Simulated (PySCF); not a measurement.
# AsSi: the cost of one run

Method: method and basis as typed in the scripts; program: PySCF 2.14.0.

2 further runs of the same task are left out: 2 that didn't finish.

**1. Where the work starts**

SiAs: 2 atoms, charge 0, spin multiplicity 2.

No contacts short enough for the rule that draws bonds.

**2. Base script**

Contents of input.py:

```python
from pyscf import gto, scf
from pyscf.geomopt.geometric_solver import optimize

mol = gto.M(
    atom='Si 0 0 0; As 0 0 2.633',
    basis='x2c-svpall',
    charge=0,
    spin=1,
    verbose=4,
)
mf = scf.UHF(mol)
mf = mf.sfx2c1e()
mf = mf.newton()
mf.kernel()
mol_eq = optimize(mf, maxsteps=30)
print('optimised geometry (angstrom)')
print(mol_eq.tostring('raw'))
print('orbital energies (hartree):', [e[max(0, n-3):n+3].round(4) for e, n in zip(mf.mo_energy, mol.nelec)])
```

Command:

```console
$ OMP_NUM_THREADS=1 python input.py
```

**Question.** How long does this run take on 1 thread of Arm Neoverse V2, shared host, and how much memory does it need?

About 13 s, with a peak of 0.18 GiB.
